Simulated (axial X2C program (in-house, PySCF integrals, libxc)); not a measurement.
**IMn: from the state search to constants**

What are the state, bond length, wavenumber and bond energy of IMn, and what does spin–orbit coupling change?

The runs use an in-house X2C program for linear molecules on PySCF integrals; all-electron X2C, I dyall-cv3z, Mn dyall-cv3z.

All values are calculated.

## Step 1: The job

task.json

```json
{"zs": [53, 25], "q": 0, "bas": ["dyall-cv3z", "dyall-cv3z"], "levels": ["PBE0", "HF", "BP86"], "cc": true, "r0": 2.52, "thr": -2.0, "nmax": 90, "npts": 10, "nst": 2, "ntry": 6}
```

Keys: zs atomic numbers; q charge; bas basis sets; levels methods (HF also brings MP2); cc coupled cluster on or off; r0 starting distance in Å; thr threshold in hartree for freezing inner shells (an s shell follows its p shell); nmax most natural virtual spinors; npts points asked for on the curve; nst determinants followed; ntry starts of the search.

Started as:

```sh
python so2c.py task.json out
```

Spin-free means the one-electron spin-free X2C Hamiltonian; two-component (2c) means X2C with spin–orbit coupling and atomic mean-field two-electron Coulomb and Gaunt terms. Basis: I dyall-cv3z contracted to [11s12p8d4f1g], Mn dyall-cv3z contracted to [9s10p6d3f2g]; Gaussian nuclei, density fitting. Masses: I 126.904 u, Mn 54.938 u.

Notation: σ, π±, δ± give the projection m of an orbital's angular momentum (0, ±1, ±2), α and β its spin, Λ and M_S the sums; ω is the projection of a spinor's total angular momentum and Ω the sum. Logs are in hartree.

The results follow Hamiltonian by Hamiltonian and level by level.

## Step 2: Search for the lowest determinant

PBE0 moves the distance from 2.520 Å to 2.601 Å and compares determinants there.

Spin-free determinants:

```json
{"ΔE (eV)": "0.00", "state": "M_S = 3, Λ = 0", "open shells": "beyond closed shells: 2 × σα, π+α, π-α, δ+α, δ-α"}
{"ΔE (eV)": "0.67", "state": "M_S = 2, Λ = 0", "open shells": "beyond closed shells: π+α, π-α, δ+α, δ-α"}
{"ΔE (eV)": "1.66", "state": "M_S = 2, Λ = 1", "open shells": "beyond closed shells: σα, π+α, π+β, π-α, δ+α, δ-α"}
{"ΔE (eV)": "1.87", "state": "M_S = 2, Λ = 2", "open shells": "beyond closed shells: σα, π+α, π-α, δ+α, δ+β, δ-α"}
{"ΔE (eV)": "3.04", "state": "M_S = 3, Λ = 1", "open shells": "beyond closed shells: σα, 2 × π+α, π-α, δ+α, δ-α"}
{"ΔE (eV)": "3.30", "state": "M_S = 2, Λ = 1", "open shells": "beyond closed shells: σα, π+α, δ+α, δ-α"}
{"ΔE (eV)": "3.67", "state": "M_S = 2, Λ = 1", "open shells": "beyond closed shells: 2 × σα, π-α, δ+α, δ+β, δ-α"}
```

Two-component determinants:

```json
{"ΔE (eV)": "0.00", "state": "Ω = 3", "open shells": "excess of +ω over −ω: ω = 1/2, ω = 5/2"}
{"ΔE (eV)": "0.67", "state": "Ω = 2", "open shells": "excess of +ω over −ω: ω = -1/2, ω = 5/2"}
{"ΔE (eV)": "1.67", "state": "Ω = 1", "open shells": "excess of +ω over −ω: ω = -3/2, ω = 5/2"}
{"ΔE (eV)": "1.83", "state": "Ω = 4", "open shells": "excess of +ω over −ω: ω = 3/2, ω = 5/2"}
{"ΔE (eV)": "2.92", "state": "Ω = 2", "open shells": "excess of +ω over −ω: 2 × ω = 1/2, ω = -3/2, ω = 5/2"}
{"ΔE (eV)": "3.29", "state": "Ω = 6", "open shells": "excess of +ω over −ω: ω = 1/2, 2 × ω = 3/2, ω = 5/2"}
{"ΔE (eV)": "3.42", "state": "Ω = 4", "open shells": "excess of +ω over −ω: ω = 3/2, ω = 5/2"}
```

## Step 3: PBE0, spin-free

State followed: M_S = 3, Λ = 0 (beyond closed shells: 2 × σα, π+α, π-α, δ+α, δ-α). The scan is laid around 2.601 Å, a first estimate of the minimum, and this SCF restarts from the orbitals of the search.

The SCF at the reference distance of 2.601 Å:

```text
spin-free X2C-1e  PBE0
basis functions 232  fitting functions 1227  grid points 5800
iter        total energy     max residual
   1      -8273.782547037     8.45e-06
   2      -8273.782547039     6.81e-06
   3      -8273.782547041     2.27e-06
converged
one-electron -11889.48855904  Coulomb 3581.53843479  exact exchange -57.95752440  xc functional -177.44806428  nuclear repulsion 269.57316589
```

Along the bond, energies from the lowest point:

```csv
R (Å),E (eV),μ (D),HOMO (eV),LUMO (eV),iterations
2.263,0.6570,1.07,-5.19,-2.42,11
2.367,0.2674,1.65,-5.38,-2.43,9
2.445,0.1035,2.10,-5.52,-2.47,9
2.523,0.0209,2.55,-5.65,-2.53,9
2.601,0.0000,3.01,-5.77,-2.60,3
2.692,0.0335,3.54,-5.90,-2.69,10
2.783,0.1119,4.08,-6.03,-2.80,10
2.900,0.2569,4.76,-6.16,-2.95,10
3.043,0.4741,5.56,-6.29,-3.14,11
3.251,0.8210,6.64,-6.39,-3.43,11
```

Dipoles are positive if Mn is the positive end.

Outer orbitals at the reference distance:

```json
{"symmetry": "σα", "occupied": "yes", "ε (eV)": "-18.50", "atomic character": "83% I s, 7% Mn p, 5% Mn d"}
{"symmetry": "σβ", "occupied": "yes", "ε (eV)": "-18.33", "atomic character": "84% I s, 8% Mn p, 5% Mn d"}
{"symmetry": "σα", "occupied": "yes", "ε (eV)": "-11.44", "atomic character": "90% Mn d, 7% I p"}
{"symmetry": "δ-α", "occupied": "yes", "ε (eV)": "-11.42", "atomic character": "100% Mn d"}
{"symmetry": "δ+α", "occupied": "yes", "ε (eV)": "-11.42", "atomic character": "100% Mn d"}
{"symmetry": "π-α", "occupied": "yes", "ε (eV)": "-11.37", "atomic character": "98% Mn d"}
{"symmetry": "π+α", "occupied": "yes", "ε (eV)": "-11.37", "atomic character": "98% Mn d"}
{"symmetry": "σα", "occupied": "yes", "ε (eV)": "-8.79", "atomic character": "56% I p, 33% Mn s, 6% Mn d"}
{"symmetry": "σβ", "occupied": "yes", "ε (eV)": "-8.54", "atomic character": "76% I p, 11% Mn s, 6% Mn d"}
{"symmetry": "π-β", "occupied": "yes", "ε (eV)": "-7.35", "atomic character": "89% I p, 7% Mn d, 4% Mn p"}
{"symmetry": "π+β", "occupied": "yes", "ε (eV)": "-7.35", "atomic character": "89% I p, 7% Mn d, 4% Mn p"}
{"symmetry": "π-α", "occupied": "yes", "ε (eV)": "-7.28", "atomic character": "90% I p, 6% Mn p, 4% Mn d"}
{"symmetry": "π+α", "occupied": "yes", "ε (eV)": "-7.28", "atomic character": "90% I p, 6% Mn p, 4% Mn d"}
{"symmetry": "σα", "occupied": "yes", "ε (eV)": "-5.77", "atomic character": "48% Mn s, 29% Mn p, 20% I p"}
{"symmetry": "σβ", "occupied": "no", "ε (eV)": "-2.60", "atomic character": "63% Mn s, 28% Mn d, 4% Mn p"}
{"symmetry": "δ+β", "occupied": "no", "ε (eV)": "-1.80", "atomic character": "100% Mn d"}
{"symmetry": "δ-β", "occupied": "no", "ε (eV)": "-1.80", "atomic character": "100% Mn d"}
{"symmetry": "π+β", "occupied": "no", "ε (eV)": "-1.75", "atomic character": "93% Mn d, 4% I p, 2% I d"}
```

PBE0 fields in the half plane through the axis: z from -2.4 to 4.8 Å across, distance from the axis 0.15 to 2.25 Å upwards; I lies at z = 0 and Mn at z = 2.601 Å; the ELF is damped to zero where the density is low.

log10 density (e/bohr³). Ten even steps from '0' (-4.29 ) to '9' (1.84 ):
```
0001122222222111111111110
0011223333322222222222111
0112233333333333333322211
1122334444443333333333221
1223444555444444444433322
1233455565554445555443322
1234456777655456776544332
1234456898655456787544332
```

ELF. Ten even steps from '0' (0.00 ) to '9' (0.94 ):
```
0000123343321000123444210
0001345666542111234567641
0013567777764212234678885
0124678888875321223578998
0146788767786311122358999
0257885322477312443247999
1357862686257316887336899
1367744686447228148535899
```

Re = 2.593 Å, ωe = 235.2 cm⁻¹, ωexe = 0.581 cm⁻¹, Be = 0.06537 cm⁻¹, De = 2.77 eV, μ = 2.96 D.

## Step 4: HF, spin-free

The SCF at the reference distance of 2.601 Å:

```text
spin-free X2C-1e  HF
basis functions 232  fitting functions 1227  grid points 5800
iter        total energy     max residual
   1      -8270.207055968     2.25e-01
   2      -8270.244833042     8.39e-03
   3      -8270.247227059     2.63e-03
   4      -8270.247584810     2.16e-03
   5      -8270.247688464     5.42e-04
   6      -8270.247712548     2.06e-04
   7      -8270.247716688     1.25e-04
   8      -8270.247718265     4.51e-05
   9      -8270.247718445     1.41e-05
  10      -8270.247718469     4.40e-06
  11      -8270.247718470     1.45e-06
converged
one-electron -11888.58651280  Coulomb 3580.75047235  exact exchange -231.98484391  xc functional 0.00000000  nuclear repulsion 269.57316589
```

Re = 2.684 Å, ωe = 224.3 cm⁻¹, ωexe = 0.541 cm⁻¹, Be = 0.06105 cm⁻¹, De = 2.28 eV, μ = 3.99 D.

## Step 5: BP86, spin-free

The SCF at the reference distance of 2.601 Å:

```text
spin-free X2C-1e  BP86
basis functions 232  fitting functions 1227  grid points 5800
iter        total energy     max residual
   1      -8275.320311366     9.09e-02
   2      -8275.325432471     1.52e-02
   3      -8275.299674483     6.30e-02
   4      -8275.328213483     6.14e-03
   5      -8275.329314154     1.09e-03
   6      -8275.329343787     1.04e-03
   7      -8275.329351547     8.92e-05
   8      -8275.329351749     4.05e-05
   9      -8275.329351763     9.51e-06
  10      -8275.329351764     1.71e-06
converged
one-electron -11889.42283654  Coulomb 3581.43911703  exact exchange 0.00000000  xc functional -236.91879813  nuclear repulsion 269.57316589
```

Re = 2.579 Å, ωe = 231.0 cm⁻¹, ωexe = 0.631 cm⁻¹, Be = 0.06611 cm⁻¹, De = 2.82 eV, μ = 2.22 D.

## Step 6: MP2 and beyond, spin-free

Correlated methods: 14 electrons correlated (frozen shells, counted by type: I 4 s, 3 p, 2 d; Mn 3 s, 2 p), 310 virtual spinors in MP2, 89 natural virtuals in coupled cluster.

Output of the correlated part at 2.601 Å:

```text
correlated 14  virtual 310  natural virtual 89  E(MP2) -0.253732829  MP2 remainder -0.015402547
iter   CCSD correlation   residual
   1     -0.253624232   8.79e-02
   2     -0.258972854   3.18e-02
   3     -0.259739778   1.19e-02
   4     -0.259840927   5.18e-03
   5     -0.259893575   1.65e-03
   6     -0.259897289   5.66e-04
   7     -0.259897319   1.83e-04
   8     -0.259898183   6.97e-05
   9     -0.259897674   2.54e-05
  10     -0.259897840   9.90e-06
  11     -0.259897803   3.26e-06
  12     -0.259897830   1.31e-06
  13     -0.259897829   5.69e-07
(T) -0.008426774  T1 0.0199  D1 0.0396  max T2 0.049
```

T1 in the output is the amplitude norm over the root of the electron number; divide by √2 for the Lee–Taylor value.

MP2: Re = 2.618 Å, ωe = 236.4 cm⁻¹, Be = 0.06415 cm⁻¹, De = 2.61 eV.

CCSD: Re = 2.621 Å, ωe = 235.0 cm⁻¹, ωexe = 0.605 cm⁻¹, Be = 0.06401 cm⁻¹, De = 2.31 eV. T1 at Re = 0.014 (Lee–Taylor, the printed value over √2).

CCSD(T): Re = 2.618 Å, ωe = 235.0 cm⁻¹, ωexe = 0.623 cm⁻¹, Be = 0.06416 cm⁻¹, De = 2.33 eV. T1 at Re = 0.014 (Lee–Taylor, the printed value over √2).

## Step 7: A higher determinant, spin-free

State: M_S = 2, Λ = 0 (beyond closed shells: π+α, π-α, δ+α, δ-α).

Output at the reference distance:

```text
spin-free X2C-1e  PBE0
basis functions 232  fitting functions 1227  grid points 5800
iter        total energy     max residual
   1      -8273.757798018     7.85e-05
   2      -8273.757798007     1.16e-04
   3      -8273.757798054     1.20e-05
   4      -8273.757798057     7.83e-06
   5      -8273.757798059     6.41e-06
converged
one-electron -11889.45717670  Coulomb 3581.49094269  exact exchange -57.94296307  xc functional -177.42176686  nuclear repulsion 269.57316589
```

```csv
R (Å),E above the lowest PBE0 point (eV)
2.263,1.048
2.367,0.778
2.445,0.682
2.523,0.652
2.601,0.673
2.692,0.745
2.783,0.851
2.900,1.019
3.043,1.248
```

Re = 2.526 Å, ωe = 241.0 cm⁻¹, ωexe = 0.668 cm⁻¹, Be = 0.06893 cm⁻¹, μ = 2.72 D. ⟨S²⟩ = 6.79 against 6.00 for a pure state, so this determinant mixes spins. Te = 0.65 eV.

## Step 8: The spin-free curves together

Energy (eV) of the followed determinant, spin-free, from each level's lowest point:

```csv
R (Å),PBE0,HF,MP2,CCSD,CCSD(T),BP86
2.263,0.657,1.073,0.784,n/a,n/a,0.575
2.367,0.267,0.528,0.340,0.345,0.337,0.222
2.445,0.104,0.271,0.145,0.149,0.144,0.079
2.523,0.021,0.111,0.039,0.041,0.038,0.011
2.601,0.000,0.027,0.000,0.000,0.000,0.000
2.692,0.034,0.000,0.019,0.017,0.018,0.040
2.783,0.112,0.031,0.087,0.083,0.086,0.120
2.900,0.257,0.130,0.226,0.218,0.221,0.262
3.043,0.474,0.308,0.442,n/a,n/a,0.469
3.251,0.821,0.624,0.799,n/a,n/a,0.790
```

## Step 9: PBE0, 2c

State followed: Ω = 3 (excess of +ω over −ω: ω = 1/2, ω = 5/2). The scan is laid around 2.601 Å, a first estimate of the minimum, and this SCF restarts from the orbitals of the search.

Output at 2.601 Å:

```text
two-component X2C + atomic mean field  PBE0
basis functions 232  fitting functions 1227  grid points 5800
iter        total energy     max residual
   1      -8270.515111398     5.88e-05
   2      -8270.515111461     3.27e-05
   3      -8270.515111475     2.51e-05
   4      -8270.515111489     8.65e-06
   5      -8270.515111490     1.31e-06
converged
one-electron -11879.89448176  Coulomb 3579.71856270  exact exchange -57.92591082  xc functional -177.35711219  nuclear repulsion 269.57316589  atomic mean-field constant -4.62933530
```

Along the bond, energies from the lowest point:

```csv
R (Å),E (eV),μ (D),HOMO (eV),LUMO (eV),iterations
2.263,0.6654,1.04,-5.17,-2.42,13
2.367,0.2734,1.62,-5.36,-2.43,11
2.445,0.1075,2.06,-5.49,-2.47,9
2.523,0.0229,2.51,-5.62,-2.52,9
2.601,0.0000,2.96,-5.74,-2.59,5
2.692,0.0311,3.49,-5.86,-2.69,10
2.783,0.1070,4.01,-5.97,-2.79,10
2.900,0.2487,4.67,-6.08,-2.94,10
3.043,0.4615,5.45,-6.16,-3.14,11
3.251,0.8006,6.47,-6.12,-3.41,11
```

Dipoles are positive if Mn is the positive end.

Outer spinors at the reference distance:

| ω | occupied | ε (eV) | atomic character | λ mixture |
| --- | --- | --- | --- | --- |
| 1/2 | yes | -18.52 | 83% I s, 7% Mn p, 5% Mn d | 100% σ |
| -1/2 | yes | -18.35 | 84% I s, 8% Mn p, 5% Mn d | 100% σ |
| -3/2 | yes | -11.46 | 100% Mn d | 100% δ |
| 1/2 | yes | -11.44 | 90% Mn d, 8% I p | 100% σ |
| -1/2 | yes | -11.39 | 98% Mn d | 100% π |
| 5/2 | yes | -11.37 | 100% Mn d | 100% δ |
| 3/2 | yes | -11.34 | 98% Mn d | 100% π |
| 1/2 | yes | -8.88 | 60% I p, 29% Mn s, 7% Mn d | 93% σ, 7% π |
| -1/2 | yes | -8.71 | 78% I p, 9% Mn s, 5% Mn d | 88% σ, 12% π |
| 1/2 | yes | -7.61 | 84% I p, 6% Mn s, 6% Mn d | 91% π, 9% σ |
| -1/2 | yes | -7.46 | 88% I p, 5% Mn p, 4% Mn d | 87% π, 13% σ |
| -3/2 | yes | -7.06 | 88% I p, 7% Mn d, 4% Mn p | 100% π |
| 3/2 | yes | -6.98 | 89% I p, 6% Mn p, 4% Mn d | 100% π |
| 1/2 | yes | -5.74 | 46% Mn s, 29% Mn p, 21% I p | 98% σ, 2% π |
| -1/2 | no | -2.59 | 63% Mn s, 28% Mn d, 5% Mn p | 100% σ |
| 3/2 | no | -1.82 | 100% Mn d | 100% δ |
| -5/2 | no | -1.76 | 100% Mn d | 100% δ |
| 1/2 | no | -1.76 | 93% Mn d, 4% I p, 2% I d | 100% π |

PBE0 fields in the half plane through the axis: z from -2.4 to 4.8 Å across, distance from the axis 0.15 to 2.25 Å upwards; I lies at z = 0 and Mn at z = 2.601 Å; the ELF is damped to zero where the density is low.

log10 density (e/bohr³). Ten even steps from '0' (-4.28 ) to '9' (1.84 ):
```
0001122222222111111111110
0011223333322222222222111
0112233333333333333322211
1122334444443333333333221
1223444555444444444433322
1233455565554445555443322
1234456777655456776544332
1234456898655456887544332
```

ELF. Ten even steps from '0' (0.00 ) to '9' (0.94 ):
```
0000123343321000123444210
0001345666542111234567641
0013567777764212234678885
0124678888875321223578998
0146788767786311122358999
0257885322477312443247999
1357862686257316887336899
1367744686447228148535899
```

Re = 2.597 Å, ωe = 233.6 cm⁻¹, ωexe = 0.587 cm⁻¹, Be = 0.06521 cm⁻¹, De = 2.51 eV, μ = 2.93 D.

## Step 10: HF, 2c

The SCF at the reference distance of 2.601 Å:

```text
two-component X2C + atomic mean field  HF
basis functions 232  fitting functions 1227  grid points 5800
iter        total energy     max residual
   1      -8266.935731767     2.36e-01
   2      -8266.973682513     8.60e-03
   3      -8266.976127408     2.81e-03
   4      -8266.976497589     2.20e-03
   5      -8266.976606670     5.46e-04
   6      -8266.976632478     2.09e-04
   7      -8266.976637047     1.25e-04
   8      -8266.976638851     8.79e-05
   9      -8266.976639087     6.33e-05
  10      -8266.976639134     4.34e-05
  11      -8266.976639145     3.23e-05
  12      -8266.976639152     2.08e-05
  13      -8266.976639157     7.25e-06
  14      -8266.976639158     3.77e-06
  15      -8266.976639158     2.73e-06
converged
one-electron -11878.98383075  Coulomb 3578.92195822  exact exchange -231.85859721  xc functional 0.00000000  nuclear repulsion 269.57316589  atomic mean-field constant -4.62933530
```

Re = 2.687 Å, ωe = 223.2 cm⁻¹, ωexe = 0.542 cm⁻¹, Be = 0.0609 cm⁻¹, De = 1.98 eV, μ = 3.96 D.

## Step 11: BP86, 2c

Output at 2.601 Å:

```text
two-component X2C + atomic mean field  BP86
basis functions 232  fitting functions 1227  grid points 5800
iter        total energy     max residual
   1      -8272.053875976     9.37e-02
   2      -8272.058364459     1.79e-02
   3      -8272.026471745     7.29e-02
   4      -8272.061587475     7.51e-03
   5      -8272.063006639     1.33e-03
   6      -8272.063050350     1.13e-03
   7      -8272.063059526     9.79e-05
   8      -8272.063059769     4.71e-05
   9      -8272.063059780     1.29e-05
  10      -8272.063059782     1.68e-06
  11      -8272.063059782     4.75e-07
converged
one-electron -11879.85856245  Coulomb 3579.64946158  exact exchange 0.00000000  xc functional -236.79778949  nuclear repulsion 269.57316589  atomic mean-field constant -4.62933530
```

Re = 2.583 Å, ωe = 228.9 cm⁻¹, ωexe = 0.644 cm⁻¹, Be = 0.06591 cm⁻¹, De = 2.54 eV, μ = 2.18 D.

## Step 12: MP2 and beyond, 2c

Correlated methods: 14 electrons correlated (frozen shells, counted by type: I 4 s, 3 p, 2 d; Mn 3 s, 2 p), 310 virtual spinors in MP2, 90 natural virtuals in coupled cluster.

Output of the correlated part at 2.601 Å:

```text
correlated 14  virtual 310  natural virtual 90  E(MP2) -0.253251644  MP2 remainder -0.014904579
iter   CCSD correlation   residual
   1     -0.253614964   8.77e-02
   2     -0.258945833   3.16e-02
   3     -0.259698342   1.18e-02
   4     -0.259799060   5.13e-03
   5     -0.259850641   1.64e-03
   6     -0.259853955   5.69e-04
   7     -0.259854036   1.89e-04
   8     -0.259854836   7.26e-05
   9     -0.259854332   2.67e-05
  10     -0.259854512   1.05e-05
  11     -0.259854480   3.47e-06
  12     -0.259854509   1.39e-06
  13     -0.259854509   6.03e-07
(T) -0.008407824  T1 0.0198  D1 0.0397  max T2 0.049
```

MP2: Re = 2.621 Å, ωe = 235.2 cm⁻¹, Be = 0.064 cm⁻¹, De = 2.33 eV.

CCSD: Re = 2.624 Å, ωe = 233.6 cm⁻¹, ωexe = 0.64 cm⁻¹, Be = 0.06385 cm⁻¹, De = 2.02 eV. T1 at Re = 0.014 (Lee–Taylor, the printed value over √2).

CCSD(T): Re = 2.621 Å, ωe = 233.6 cm⁻¹, ωexe = 0.659 cm⁻¹, Be = 0.06399 cm⁻¹, De = 2.04 eV. T1 at Re = 0.014 (Lee–Taylor, the printed value over √2).

## Step 13: A higher determinant, 2c

State: Ω = 2 (excess of +ω over −ω: ω = -1/2, ω = 5/2).

Output at the reference distance:

```text
two-component X2C + atomic mean field  PBE0
basis functions 232  fitting functions 1227  grid points 5800
iter        total energy     max residual
   1      -8270.490667154     3.16e-05
   2      -8270.490667164     4.37e-05
   3      -8270.490667180     1.59e-05
   4      -8270.490667184     1.09e-05
   5      -8270.490667188     2.93e-06
   6      -8270.490667189     1.92e-06
converged
one-electron -11879.85908618  Coulomb 3579.66683182  exact exchange -57.91131434  xc functional -177.33092906  nuclear repulsion 269.57316589  atomic mean-field constant -4.62933530
```

```csv
R (Å),E above the lowest PBE0 point (eV)
2.263,1.051
2.367,0.778
2.445,0.679
2.523,0.647
2.601,0.665
2.692,0.733
2.783,0.834
2.900,0.996
3.043,1.214
```

Re = 2.530 Å, ωe = 238.2 cm⁻¹, ωexe = 0.695 cm⁻¹, Be = 0.06869 cm⁻¹, μ = 2.67 D. Te = 0.65 eV.

## Step 14: The 2c curves together

Energy (eV) of the followed determinant, 2c, from each level's lowest point:

```csv
R (Å),PBE0,HF,MP2,CCSD,CCSD(T),BP86
2.263,0.665,1.083,0.792,n/a,n/a,0.582
2.367,0.273,0.536,0.346,0.350,0.342,0.228
2.445,0.108,0.277,0.149,0.153,0.148,0.083
2.523,0.023,0.115,0.041,0.043,0.040,0.013
2.601,0.000,0.029,0.000,0.000,0.000,0.000
2.692,0.031,0.000,0.016,0.014,0.016,0.037
2.783,0.107,0.029,0.083,0.078,0.081,0.115
2.900,0.249,0.125,0.219,0.210,0.214,0.252
3.043,0.462,0.301,0.432,n/a,n/a,0.453
3.251,0.801,0.613,0.784,n/a,n/a,0.764
```

Time for the job: 4.1 min (1 thread of Arm Neoverse V1, shared host).

## Step 15: Results

Lowest determinant that the search found at its distance, spin-free: M_S = 3, Λ = 0 (beyond closed shells: 2 × σα, π+α, π-α, δ+α, δ-α).

Lowest determinant that the search found at its distance, 2c: Ω = 3 (excess of +ω over −ω: ω = 1/2, ω = 5/2).

```tsv
Hamiltonian	level	Re (Å)	ωe (cm⁻¹)	De (eV)	μ (D)
spin-free	PBE0	2.593	235.2	2.77	2.96
spin-free	HF	2.684	224.3	2.28	3.99
spin-free	MP2	2.618	236.4	2.61	n/a
spin-free	CCSD	2.621	235.0	2.31	n/a
spin-free	CCSD(T)	2.618	235.0	2.33	n/a
spin-free	BP86	2.579	231.0	2.82	2.22
2c	PBE0	2.597	233.6	2.51	2.93
2c	HF	2.687	223.2	1.98	3.96
2c	MP2	2.621	235.2	2.33	n/a
2c	CCSD	2.624	233.6	2.02	n/a
2c	CCSD(T)	2.621	233.6	2.04	n/a
2c	BP86	2.583	228.9	2.54	2.18
```

Dipoles are positive if Mn is the positive end.

Time per point (s) on 1 thread of Arm Neoverse V1, shared host (2c runs; CCSD comes with the CCSD(T) run); the times are rough: PBE0 0.97, HF 0.86, MP2 1.3, CCSD(T) 6.7, BP86 0.48.

What this shows: At CCSD(T), going from spin-free to two-component changes Re by +3 mÅ, ωe by -0.6 %, which is small (part of it comes from the scalar share of the two-electron terms). De moves by -0.28 eV; both De rest on single-determinant atoms, which can miss part of an open shell's spin–orbit lowering.

De refers to I + Mn, each in the lowest determinant found, which need not be this curve's own limit. The state is a single determinant with fixed occupations, the lowest that a limited PBE0 search found. De is counted from the lowest determinant-based energies of the atoms at the same level, without counterpoise correction. Density functionals use the spin component along the axis (collinear). CCSD and (T) use frozen natural virtuals with an MP2 correction for the truncation. With several unpaired electrons one determinant need not be a pure state.
